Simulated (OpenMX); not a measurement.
The system is GaF.

```
Ga F
1.0
     3.16592    0.00000    0.00000
     0.00000    3.16592    0.00000
     0.00000    0.00000    3.16592
Ga F
1 1
Direct
  0.00000 0.00000 0.00000
  0.50000 0.50000 0.50000
```

The cell was built by a generator and needn't be a form met in nature.

Base run:

* Program: OpenMX 3.8.5
* Functional: PBE
* Potentials or basis: OpenMX 2013 PBE set, Ga7.0-s3p2d2, F6.0-s2p2d1, grid cutoff 500 Ry
* k mesh: 7 × 7 × 7
* Occupations: fermi-dirac, width 0.05 eV
* Spin: no spin polarisation

Its results: band gap on the k mesh 1.69 eV, indirect (least direct gap 2.19 eV); pressure 0.5 GPa.

Question: The run is repeated on the same cell with these changes: dispersion from none to D3. What comes out?

Answer: Band gap on the k mesh 1.69 eV, indirect (least direct gap 2.19 eV); pressure 5.3 GPa.

Caveats: an odd mesh through Γ misses points on the zone boundary, where band edges often lie; the basis of atomic orbitals isn't converged, which shifts pressures, moduli and gaps.
